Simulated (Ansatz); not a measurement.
Crystal: CoW3.

```
CELL_PARAMETERS angstrom
3.90735 0.00000 0.00000
0.00000 3.90735 0.00000
0.00000 0.00000 3.90735
ATOMIC_POSITIONS crystal
W 0.50000 0.50000 0.00000
W 0.50000 0.00000 0.50000
W 0.00000 0.50000 0.50000
Co 0.00000 0.00000 0.00000
```

The cell comes from a database or a generator and needn't be the stable form of this composition.

Base run:

```yaml
Program: Ansatz 0.2.0
Functional: PBEsol
Potentials_or_basis: Ansatz PAW
Cutoff: "420 eV (not typed: the program's choice for these potentials)"
k_mesh: 6 × 6 × 6
Occupations: fermi-dirac, width 0.05 eV
Spin: collinear spin, ferromagnetic start
Starting_moments: "[0.0, 0.0, 0.0, 4.0] μB"
Fixed_moment: 4 μB
```

Its results: pressure -2.6 GPa; site moments W +0.57; Co +1.70 μB.

Problem. The run is repeated on the same cell with these changes: fixed moment from 4 μB to 1 μB; moments at the start from [0.0, 0.0, 0.0, 4.0] to [0.0, 0.0, 0.0, 1.0]. What comes out?

Solution. Pressure -9.9 GPa; site moments W +0.07; Co +0.72 μB.

Caveats: the total moment is fixed, so each spin has its own Fermi level; the PAW data sets come from PBE, with cores solved anew for the run's functional, which leaves a small shift of forces and pressure; the thresholds are loose for stress.
